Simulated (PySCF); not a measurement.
# SiMe2(NHiPr)2: geometry, NMR shifts and electronic excitations

Aim: predict the NMR shifts and electronic excitations of SiMe2(NHiPr)2 (`CC(C)N[Si](C)(C)NC(C)C`).

Programs: PySCF 2.14.0, with density-fitted response routines of our own. Each step states its level of theory. These are calculated values for one molecule in the gas phase, unless marked as measured. Atoms count from 0, in the outputs and in this text.

## (1) The starting structure

33 atoms, charge 0, multiplicity 1; geometry from: GFN2-xTB. The atoms were then displaced at random by about 0.03 Å, so the start is not that level's minimum.

Bonds of the start (Å): Si0–C1 1.91, Si0–C5 1.85, Si0–N9 1.81, Si0–N21 1.76, C1–H2 1.08, C1–H3 1.16, C1–H4 1.08, C5–H6 1.09, C5–H7 1.11, C5–H8 1.11, N9–C10 1.47, N9–H13 1.00, C10–C11 1.49, C10–C12 1.59, C10–H14 1.08, C11–H15 1.05, C11–H16 1.11, C11–H17 1.07, C12–H18 1.15, C12–H19 1.07, C12–H20 1.10, N21–C22 1.37, N21–H25 1.06, C22–C23 1.57, C22–C24 1.50, C22–H26 1.14, C23–H27 1.14, C23–H28 1.12, C23–H29 1.08, C24–H30 1.05 and more.

## (2) Optimising the geometry at PBE0-D3(BJ)/def2-SVP

What the job is given:

```
{"job": {"xc": "PBE0", "basis": "def2-SVP", "d3": "d3bj", "grid": 1, "maxiter": 40, "shake": 0.03, "kind": "geom"}, "charge": 0, "multiplicity": 1}
Si     0.555910     0.407740     0.436620
C      0.147200     0.438320     2.305830
H      0.136760     1.442890     2.711390
H      1.008430    -0.137900     2.820720
H     -0.814900     0.007350     2.517910
C      2.349340     0.742120     0.157560
H      2.661060     0.710780    -0.884150
H      2.983340    -0.024740     0.652120
H      2.666170     1.698520     0.634090
N     -0.207610     1.912470    -0.218160
C     -1.616670     2.205980    -0.493760
C     -2.470940     1.683850     0.606760
C     -2.114350     1.702340    -1.913960
H      0.338970     2.399530    -0.897280
H     -1.706690     3.278940    -0.539820
H     -2.467870     0.637710     0.625100
H     -3.506940     2.042230     0.420350
H     -2.174340     2.066040     1.566280
H     -1.904100     0.570100    -1.905720
H     -3.148370     1.930810    -2.059380
H     -1.474340     2.111140    -2.705670
N     -0.076110    -1.001150    -0.409460
C      0.516050    -2.232940    -0.516850
C      0.897110    -2.793130     0.900590
C      1.730160    -2.303340    -1.402530
H     -1.137100    -0.955660    -0.391150
H     -0.280590    -2.990650    -0.814380
H      1.725270    -2.160400     1.365450
H      1.284550    -3.843990     0.808340
H      0.043930    -2.745560     1.560290
H      2.482860    -1.697870    -0.994340
H      2.041040    -3.322740    -1.639170
H      1.388480    -1.790570    -2.339330
```

On the command line:

```bash
OMP_NUM_THREADS=2 python probes_run.py task.json out
```

The driver reads the jobs from task.json and runs them one after another.

**Question.** This job is followed by: GIAO PBE0/pcSseg-1 NMR shielding, non-relativistic, gas phase; TDDFT PBE0/def2-SVPD, vertical, gas phase, core orbitals frozen in the response; GIAO wB97X-D/pcSseg-1 NMR shielding, non-relativistic, gas phase. What will the session give for the following? point group; rotational constants (main isotopes); ¹³C shifts against TMS (PBE0/pcSseg-1, means over atoms taken as alike); ¹H shifts against TMS (PBE0/pcSseg-1, means over atoms taken as alike); ²⁹Si shifts against TMS (PBE0/pcSseg-1); ¹⁵N shifts against NH3 (PBE0/pcSseg-1, means over atoms taken as alike); potential on the surface of density 0.002 e/bohr³, 1st and 99th percentile; lowest singlet (PBE0/def2-SVPD); brightest single state of those computed; lowest triplet; range of the shift of N9 (with its like atoms).

As calculated:

| quantity | value |
| --- | --- |
| point group | C1 |
| rotational constants (main isotopes) | 1.21, 0.59, 0.54 GHz |
| ¹³C shifts against TMS (PBE0/pcSseg-1, means over atoms taken as alike) | 46.4, 28.3, 5.8 ppm |
| ¹H shifts against TMS (PBE0/pcSseg-1, means over atoms taken as alike) | 3.10, 1.10, 0.26, 0.09 ppm |
| ²⁹Si shifts against TMS (PBE0/pcSseg-1) | -9.1 ppm |
| ¹⁵N shifts against NH3 (PBE0/pcSseg-1, means over atoms taken as alike) | 70.7 ppm |
| potential on the surface of density 0.002 e/bohr³, 1st and 99th percentile | -0.98 V and 1.08 V |
| lowest singlet (PBE0/def2-SVPD) | 5.68 eV (218 nm), f = 0.025 |
| brightest single state of those computed | state 9, 7.06 eV, f = 0.045 |
| lowest triplet | 5.54 eV |
| range of the shift of N9 (with its like atoms) | 66.1 to 70.7 ppm |

In words: The start of the PBE0/def2-SVP relaxation was shaken at random by about 0.03 Å, so part of the energy gained, and of the first lengths quoted, undoes that. The optimisation took 26 steps and gained 1.148 eV; among the close pairs (by a distance rule), N21–C22 changed most, from 1.371 to 1.453 Å. At PBE0/pcSseg-1: The largest span, 65 ppm, is at N9, N21, where the paramagnetic term is -135 ppm. The lowest singlet, at 5.68 eV, is HOMO→LUMO 0.87 and is weak; of the 10 states computed, the strongest absorption comes from state 9 at 7.06 eV. The lowest triplet lies 0.14 eV below the lowest singlet (triplets in Tamm-Dancoff, singlets in full TDDFT). At PBE0/def2-SVPD, states above −ε(HOMO) (6.33 eV) lie where TDDFT describes them poorly and they hang on the basis; the brightest is among them. Across the 2 runs the shift of N9 (with its like atoms) moves most, between 66.1 (wB97X-D/pcSseg-1) and 70.7 ppm (PBE0/pcSseg-1). Part of that comes from the computed reference.
